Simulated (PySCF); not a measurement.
**[Ce(H2O)]3+: other functionals and bases at one geometry**

Aim: see how levels, charges and forces of [Ce(H2O)]3+ depend on the level of theory. It is a constructed species; whether it can be made isn't addressed.

The runs use PySCF 2.14.0; several levels, as the steps say, no spin–orbit coupling.

5 further runs of the same task are left out: 2 for a known fault of the program, 2 that didn't finish, 1 set aside as unsound or not needed.

### Step 1. Starting geometry

4 atoms, charge 3, spin multiplicity 1.

Bond lengths: Ce1–O2 2.319 Å, O2–H3 1.009 Å, O2–H4 1.009 Å. Angles: Ce1–O2–H3 128.8°, Ce1–O2–H4 128.8°, H3–O2–H4 102.4°.

Geometry (Å):

```xyz
4
CeH2O
Ce    0.0000    0.0000   -0.1476
O     0.0000    0.0000    2.1711
H     0.7859    0.0000    2.8033
H    -0.7859    0.0000    2.8033
```

Formal oxidation states: Ce +3. Each metal's 1 4f electrons lie in its core potential, so multiplicities, spins and levels count the valence alone. An earlier session relaxed this geometry at TPSS, Ce lcecp-1-SVP with ECP47, O def2-SVP, H def2-SVP (singlet, point group C2v).

At TPSS on the finer grid: E = -107.336421 Eh, HOMO -25.57 eV, LUMO -20.74 eV, Mulliken charge on Ce1 +2.57 e, largest force component 0.004 eV/Å. 

Levels to run: BLYP; TPSSh; wB97X; M06-L; TPSS, TZVP; PBE0, SVP. Hardware: 2 threads of Arm Neoverse V1, shared host.

### Step 2. BLYP

Contents of run.py (the lines that set the calculation):

```python
mol = gto.M(atom='''
Ce     0.00000     0.00000    -0.14758
O      0.00000     0.00000     2.17110
H      0.78585     0.00000     2.80333
H     -0.78585     0.00000     2.80333''',
    basis={'Ce': 'lcecp-1-SVP', 'O': 'def2-SVP', 'H': 'def2-SVP'},
    ecp={'Ce': 'lcecp-1-SVP'},
    charge=3, spin=0)
mf = dft.RKS(mol, xc='BLYP')
mf.grids.atom_grid = (75, 302)  # f atoms: unpruned, at least (60, 302)
mf = mf.density_fit()  # fitting sets: Ce AutoAux, O def2-universal-JKFIT, H def2-universal-JKFIT
mf.conv_tol = 1e-08; mf.max_cycle = 55
mf.kernel(dm0)  # dm0: the density of the relaxed state
```

On the command line:

```console
OMP_NUM_THREADS=2 python run.py
```

Standard output:

```text
init E= -107.275560392148
  HOMO = -0.930945056057368  LUMO = -0.770800022984425  gap/eV = 4.35777
cycle= 1 E= -107.276117618518  delta_E= -0.000557  |g|= 0.00739  |ddm|= 0.0876
  HOMO = -0.93727914317904  LUMO = -0.769574271826136  gap/eV = 4.56348
cycle= 2 E= -107.276085150598  delta_E= 3.25e-05  |g|= 0.0156  |ddm|= 0.0303
  HOMO = -0.934928525911804  LUMO = -0.770131618189686  gap/eV = 4.48435
cycle= 3 E= -107.276147506351  delta_E= -6.24e-05  |g|= 0.00234  |ddm|= 0.013
  HOMO = -0.934676549322354  LUMO = -0.770529885317071  gap/eV = 4.46666
cycle= 4 E= -107.276149615976  delta_E= -2.11e-06  |g|= 0.000584  |ddm|= 0.00381
  HOMO = -0.934565853352954  LUMO = -0.770515637511419  gap/eV = 4.46403
cycle= 5 E= -107.276149686984  delta_E= -7.1e-08  |g|= 1.89e-05  |ddm|= 0.000462
  HOMO = -0.934564801574499  LUMO = -0.770510675897677  gap/eV = 4.46414
cycle= 6 E= -107.276149687105  delta_E= -1.21e-10  |g|= 7.04e-06  |ddm|= 3.47e-05
  HOMO = -0.934563519830181  LUMO = -0.770511716113282  gap/eV = 4.46408
Extra cycle  E= -107.276149687094  delta_E= 1.1e-11  |g|= 1.05e-05  |ddm|= 1.61e-05
converged SCF energy = -107.276149687094
```

It took 1.9 s on 2 threads of Arm Neoverse V1, shared host.

It gives: E = -107.276150 Eh, HOMO -25.43 eV, LUMO -20.97 eV, Mulliken charge on Ce1 +2.55 e, largest force component 0.129 eV/Å. 

### Step 3. TPSSh

run.py (the lines that set the calculation): that of step 2 with these lines changed.

```diff
@@ -8,3 +8,3 @@
     charge=3, spin=0)
-mf = dft.RKS(mol, xc='BLYP')
+mf = dft.RKS(mol, xc='TPSSH')
 mf.grids.atom_grid = (75, 302)  # f atoms: unpruned, at least (60, 302)
```

On the command line:

```console
OMP_NUM_THREADS=2 python run.py
```

Standard output:

```text
init E= -107.322696180025
  HOMO = -0.967449200849185  LUMO = -0.746912047947114  gap/eV = 6.00112
cycle= 1 E= -107.322833524546  delta_E= -0.000137  |g|= 0.0166  |ddm|= 0.0557
  HOMO = -0.957836496035824  LUMO = -0.749775454625199  gap/eV = 5.66163
cycle= 2 E= -107.322671507855  delta_E= 0.000162  |g|= 0.0335  |ddm|= 0.0403
  HOMO = -0.963102133381081  LUMO = -0.749008031263436  gap/eV = 5.82580
cycle= 3 E= -107.322903375376  delta_E= -0.000232  |g|= 0.00129  |ddm|= 0.0224
  HOMO = -0.963339925818563  LUMO = -0.748660649982666  gap/eV = 5.84172
cycle= 4 E= -107.32290401917  delta_E= -6.44e-07  |g|= 9.42e-05  |ddm|= 0.00213
  HOMO = -0.96335289338861  LUMO = -0.748656068698332  gap/eV = 5.84220
cycle= 5 E= -107.322904020589  delta_E= -1.42e-09  |g|= 2.3e-05  |ddm|= 7.28e-05
  HOMO = -0.96334190383525  LUMO = -0.748661175999462  gap/eV = 5.84176
Extra cycle  E= -107.322904020359  delta_E= 2.3e-10  |g|= 4.19e-05  |ddm|= 5.65e-05
converged SCF energy = -107.322904020359
```

Wall time 2.3 s (2 threads of Arm Neoverse V1, shared host).

Read off: E = -107.322904 Eh, HOMO -26.21 eV, LUMO -20.37 eV, Mulliken charge on Ce1 +2.59 e, largest force component 0.189 eV/Å. 

### Step 4. wB97X

run.py (the lines that set the calculation): that of step 3 with these lines changed.

```diff
@@ -8,3 +8,3 @@
     charge=3, spin=0)
-mf = dft.RKS(mol, xc='TPSSH')
+mf = dft.RKS(mol, xc='WB97X')
 mf.grids.atom_grid = (75, 302)  # f atoms: unpruned, at least (60, 302)
```

On the command line:

```console
OMP_NUM_THREADS=2 python run.py
```

Standard output:

```text
init E= -107.307807614416
  HOMO = -1.09831825491634  LUMO = -0.637324969628596  gap/eV = 12.54427
cycle= 1 E= -107.31006730641  delta_E= -0.00226  |g|= 0.0248  |ddm|= 0.124
  HOMO = -1.08401143260943  LUMO = -0.641833998972859  gap/eV = 12.03226
cycle= 2 E= -107.310188272564  delta_E= -0.000121  |g|= 0.0191  |ddm|= 0.0372
  HOMO = -1.08930832747397  LUMO = -0.641607145251362  gap/eV = 12.18257
cycle= 3 E= -107.310263034202  delta_E= -7.48e-05  |g|= 0.00533  |ddm|= 0.0142
  HOMO = -1.08773734579382  LUMO = -0.641725034475608  gap/eV = 12.13661
cycle= 4 E= -107.310272556333  delta_E= -9.52e-06  |g|= 0.000565  |ddm|= 0.00779
  HOMO = -1.08762675877558  LUMO = -0.641839295236091  gap/eV = 12.13049
cycle= 5 E= -107.310272888981  delta_E= -3.33e-07  |g|= 0.000136  |ddm|= 0.00162
  HOMO = -1.0876488851698  LUMO = -0.641841100131846  gap/eV = 12.13105
cycle= 6 E= -107.310272913458  delta_E= -2.45e-08  |g|= 2.09e-05  |ddm|= 0.000468
  HOMO = -1.08764770305521  LUMO = -0.641837044966766  gap/eV = 12.13113
cycle= 7 E= -107.310272913933  delta_E= -4.75e-10  |g|= 3.74e-06  |ddm|= 6.43e-05
  HOMO = -1.08764655841543  LUMO = -0.641837491331872  gap/eV = 12.13108
Extra cycle  E= -107.310272913942  delta_E= -9.61e-12  |g|= 2.12e-06  |ddm|= 8.6e-06
converged SCF energy = -107.310272913942
```

It took 2.1 s on 2 threads of Arm Neoverse V1, shared host.

Result: E = -107.310273 Eh, HOMO -29.60 eV, LUMO -17.47 eV, Mulliken charge on Ce1 +2.63 e, largest force component 0.538 eV/Å. 

### Step 5. M06-L

run.py (the lines that set the calculation): that of step 4 with these lines changed.

```diff
@@ -8,3 +8,3 @@
     charge=3, spin=0)
-mf = dft.RKS(mol, xc='WB97X')
+mf = dft.RKS(mol, xc='M06L')
 mf.grids.atom_grid = (75, 302)  # f atoms: unpruned, at least (60, 302)
```

On the command line:

```console
OMP_NUM_THREADS=2 python run.py
```

Standard output:

```text
init E= -107.321743463918
  HOMO = -0.954121164227978  LUMO = -0.746768576227684  gap/eV = 5.64235
cycle= 1 E= -107.323373737342  delta_E= -0.00163  |g|= 0.0298  |ddm|= 0.151
  HOMO = -0.934460704046657  LUMO = -0.749398429526213  gap/eV = 5.03580
cycle= 2 E= -107.322782227699  delta_E= 0.000592  |g|= 0.0624  |ddm|= 0.0746
  HOMO = -0.944008904067584  LUMO = -0.748037994149116  gap/eV = 5.33264
cycle= 3 E= -107.323607612943  delta_E= -0.000825  |g|= 0.00235  |ddm|= 0.0431
  HOMO = -0.944533438916121  LUMO = -0.747490935471059  gap/eV = 5.36180
cycle= 4 E= -107.323609882661  delta_E= -2.27e-06  |g|= 0.000368  |ddm|= 0.0041
  HOMO = -0.944536246810308  LUMO = -0.74755439598152  gap/eV = 5.36015
cycle= 5 E= -107.323609916879  delta_E= -3.42e-08  |g|= 7.58e-05  |ddm|= 0.000393
  HOMO = -0.944518746771799  LUMO = -0.747562468757471  gap/eV = 5.35945
cycle= 6 E= -107.323609918491  delta_E= -1.61e-09  |g|= 9.8e-06  |ddm|= 9.68e-05
  HOMO = -0.944517399629291  LUMO = -0.747562159901537  gap/eV = 5.35943
Extra cycle  E= -107.323609918498  delta_E= -6.59e-12  |g|= 9.05e-06  |ddm|= 1.78e-05
converged SCF energy = -107.323609918498
```

Wall time 2.5 s (2 threads of Arm Neoverse V1, shared host).

Result: E = -107.323610 Eh, HOMO -25.70 eV, LUMO -20.34 eV, Mulliken charge on Ce1 +2.63 e, largest force component 0.565 eV/Å. 

### Step 6. TPSS, TZVP

Basis: Ce lcecp-1-TZVP with ECP47, O def2-TZVP, H def2-TZVP. 

Contents of run.py (the lines that set the calculation):

```python
mol = gto.M(atom='''
Ce     0.00000     0.00000    -0.14758
O      0.00000     0.00000     2.17110
H      0.78585     0.00000     2.80333
H     -0.78585     0.00000     2.80333''',
    basis={'Ce': 'lcecp-1-TZVP', 'O': 'def2-TZVP', 'H': 'def2-TZVP'},
    ecp={'Ce': 'lcecp-1-TZVP'},
    charge=3, spin=0)
mf = dft.RKS(mol, xc='TPSS')
mf.grids.atom_grid = (75, 302)  # f atoms: unpruned, at least (60, 302)
mf = mf.density_fit()  # fitting sets: Ce AutoAux, O def2-universal-JKFIT, H def2-universal-JKFIT
mf.conv_tol = 1e-08; mf.max_cycle = 55
mf.kernel(dm0)  # dm0: free metal ions and neutral atoms
```

On the command line:

```console
OMP_NUM_THREADS=2 python run.py
```

Standard output:

```text
init E= -97.556135473395
  HOMO = -1.48744519453951  LUMO = -1.07986448158209  gap/eV = 11.09084
cycle= 1 E= -104.316263420924  delta_E= -6.76  |g|=  4.7  |ddm|= 2.16
  HOMO = -0.792338574395885  LUMO = -0.789368263066286  gap/eV = 0.08083
cycle= 2 E= -90.6929643491241  delta_E= 13.6  |g|= 5.27  |ddm|= 3.86
  HOMO = -1.0991129719185  LUMO = -1.08603221212231  gap/eV = 0.35595
cycle= 3 E= -102.60643907558  delta_E= -11.9  |g|= 4.42  |ddm|= 5.31
  HOMO = -1.37887712322978  LUMO = -0.805610852566768  gap/eV = 15.59937
cycle= 4 E= -107.073509695163  delta_E= -4.47  |g|=  1.2  |ddm|= 3.53
  HOMO = -0.912590293918569  LUMO = -0.737534727811515  gap/eV = 4.76350
cycle= 5 E= -107.415871741311  delta_E= -0.342  |g|= 0.252  |ddm|= 1.15
  HOMO = -0.929394599360606  LUMO = -0.775946276113064  gap/eV = 4.17554
cycle= 6 E= -107.425846926321  delta_E= -0.00998  |g|= 0.14  |ddm|= 0.37
  HOMO = -0.946047487265695  LUMO = -0.761509724229884  gap/eV = 5.02153
cycle= 7 E= -107.430623939069  delta_E= -0.00478  |g|= 0.0433  |ddm|= 0.145
  HOMO = -0.940433913530896  LUMO = -0.761416497084351  gap/eV = 4.87131
cycle= 8 E= -107.430979356722  delta_E= -0.000355  |g|= 0.0015  |ddm|= 0.0217
  HOMO = -0.940476613966403  LUMO = -0.761826761957686  gap/eV = 4.86131
cycle= 9 E= -107.430980006988  delta_E= -6.5e-07  |g|= 0.000597  |ddm|= 0.00242
  HOMO = -0.94042488537012  LUMO = -0.761818751494423  gap/eV = 4.86012
cycle= 10 E= -107.430980070795  delta_E= -6.38e-08  |g|= 7.75e-05  |ddm|= 0.000334
  HOMO = -0.940412564794762  LUMO = -0.761814836677383  gap/eV = 4.85989
cycle= 11 E= -107.430980071952  delta_E= -1.16e-09  |g|= 4.58e-06  |ddm|= 4.75e-05
  HOMO = -0.940414900378293  LUMO = -0.761814646822791  gap/eV = 4.85996
Extra cycle  E= -107.430980071937  delta_E= 1.49e-11  |g|= 1e-05  |ddm|= 7.62e-06
converged SCF energy = -107.430980071937
```

It took 7.2 s on 2 threads of Arm Neoverse V1, shared host.

Read off: E = -107.430980 Eh, HOMO -25.59 eV, LUMO -20.73 eV, Mulliken charge on Ce1 +2.65 e, largest force component 0.248 eV/Å. 

### Step 7. PBE0, SVP

Basis: Ce def2-SVP with ECP28, O def2-SVP, H def2-SVP. The 4f electrons are now in the valence.

Contents of run.py (the lines that set the calculation):

```python
mol = gto.M(atom='''
Ce     0.00000     0.00000    -0.14758
O      0.00000     0.00000     2.17110
H      0.78585     0.00000     2.80333
H     -0.78585     0.00000     2.80333''',
    basis={'Ce': 'def2-SVP', 'O': 'def2-SVP', 'H': 'def2-SVP'},
    ecp={'Ce': 'def2-SVP'},
    charge=3, spin=1)
mf = dft.UKS(mol, xc='PBE0')
mf.grids.atom_grid = (75, 302)  # f atoms: unpruned, at least (60, 302)
mf = mf.density_fit()  # fitting sets: Ce def2-universal-JKFIT, O def2-universal-JKFIT, H def2-universal-JKFIT
mf.conv_tol = 1e-08; mf.max_cycle = 55
mf.kernel(dm0)  # dm0: free metal ions and neutral atoms
```

On the command line:

```console
OMP_NUM_THREADS=2 python run.py
```

Standard output:

```text
init E= -549.71135608811
  HOMO = -0.990557148691  LUMO = -0.933922311755  gap/eV = 1.54111
cycle= 1 E= -549.903640283413  delta_E= -0.192  |g|= 0.493  |ddm|= 1.25
  HOMO = -0.864885963685  LUMO = -0.76707593183  gap/eV = 2.66155
cycle= 2 E= -549.808364083736  delta_E= 0.0953  |g|= 0.703  |ddm|= 0.671
  HOMO = -1.00169828639  LUMO = -0.759704576692  gap/eV = 6.58498
cycle= 3 E= -549.988759559938  delta_E= -0.18  |g|= 0.138  |ddm|= 0.463
  HOMO = -1.00937122984  LUMO = -0.808142083327  gap/eV = 5.47572
cycle= 4 E= -549.996136191054  delta_E= -0.00738  |g|= 0.0194  |ddm|= 0.116
  HOMO = -1.00594226172  LUMO = -0.806533931478  gap/eV = 5.42618
cycle= 5 E= -549.996226320439  delta_E= -9.01e-05  |g|= 0.00598  |ddm|= 0.0163
  HOMO = -1.00615523898  LUMO = -0.806987324698  gap/eV = 5.41963
cycle= 6 E= -549.996236209432  delta_E= -9.89e-06  |g|= 0.00251  |ddm|= 0.00469
  HOMO = -1.0065892439  LUMO = -0.806836028673  gap/eV = 5.43556
cycle= 7 E= -549.996240009963  delta_E= -3.8e-06  |g|= 0.000863  |ddm|= 0.00242
  HOMO = -1.00676461048  LUMO = -0.806799854244  gap/eV = 5.44132
cycle= 8 E= -549.996242807619  delta_E= -2.8e-06  |g|= 0.000695  |ddm|= 0.00275
  HOMO = -1.00682350432  LUMO = -0.807011782687  gap/eV = 5.43715
cycle= 9 E= -549.996246494586  delta_E= -3.69e-06  |g|= 0.000495  |ddm|= 0.00462
  HOMO = -1.00688454558  LUMO = -0.807007653905  gap/eV = 5.43893
cycle= 10 E= -549.996249925513  delta_E= -3.43e-06  |g|= 0.000278  |ddm|= 0.0067
  HOMO = -1.00687296731  LUMO = -0.806995298926  gap/eV = 5.43895
cycle= 11 E= -549.996251099596  delta_E= -1.17e-06  |g|= 7.98e-05  |ddm|= 0.006
  HOMO = -1.00684193787  LUMO = -0.807025464274  gap/eV = 5.43728
cycle= 12 E= -549.996251115511  delta_E= -1.59e-08  |g|= 1.55e-05  |ddm|= 0.000621
  HOMO = -1.00683607459  LUMO = -0.807024432974  gap/eV = 5.43715
cycle= 13 E= -549.996251115808  delta_E= -2.97e-10  |g|= 5.67e-06  |ddm|= 4.14e-05
  HOMO = -1.0068370072  LUMO = -0.807028945806  gap/eV = 5.43705
Extra cycle  E= -549.996251115821  delta_E= -1.27e-11  |g|= 4.73e-06  |ddm|= 9.78e-06
converged SCF energy = -549.996251115821  <S^2> = 0.75102562  2S+1 = 2.0010254
```

Wall time 12 s (2 threads of Arm Neoverse V1, shared host).

Read off: E = -549.996251 Eh, HOMO -27.40 eV, LUMO -22.68 eV (over both spins), ⟨S²⟩ = 0.751, Mulliken charge on Ce1 +2.59 e, largest force component 0.957 eV/Å. 

### Step 8. All levels side by side

| level | state | HOMO (eV) | gap (eV) | charge on Ce1 (e) | dipole (D) | largest force (eV/Å) | basis functions | time |
| --- | --- | --- | --- | --- | --- | --- | --- | --- |
| TPSS (relaxed here) | singlet | -25.57 | 4.83 | 2.57 | 2.73 | 0.00 | 57 | 5.5 s |
| BLYP | singlet | -25.43 | 4.46 | 2.55 | 2.86 | 0.13 | 57 | 1.9 s |
| TPSSh | singlet | -26.21 | 5.84 | 2.59 | 2.58 | 0.19 | 57 | 2.3 s |
| wB97X | singlet | -29.60 | 12.13 | 2.63 | 2.22 | 0.54 | 57 | 2.1 s |
| M06-L | singlet | -25.70 | 5.36 | 2.63 | 2.39 | 0.57 | 57 | 2.5 s |
| TPSS, TZVP | singlet | -25.59 | 4.86 | 2.65 | 2.75 | 0.25 | 90 | 7.2 s |
| PBE0, SVP | doublet | -27.40 | 4.72 | 2.59 | 2.82 | 0.96 | 102 | 12 s |

Times are on 2 threads of Arm Neoverse V1, shared host; the first row also made further properties. The dipole of a charged species depends on the origin, so these sizes hold for this origin alone.

In one basis the HOMO–LUMO gap runs from 4.46 eV (BLYP) to 12.13 eV (wB97X). The largest leftover force, 0.96 eV/Å with PBE0, SVP, stands at a geometry relaxed at another level. The Mulliken charge on Ce spans +2.55 to +2.65 e over the levels. With 4f in the core, its levels are missing from HOMO and gap. Total energies of different levels can't be compared. Spin–orbit coupling is left out throughout.
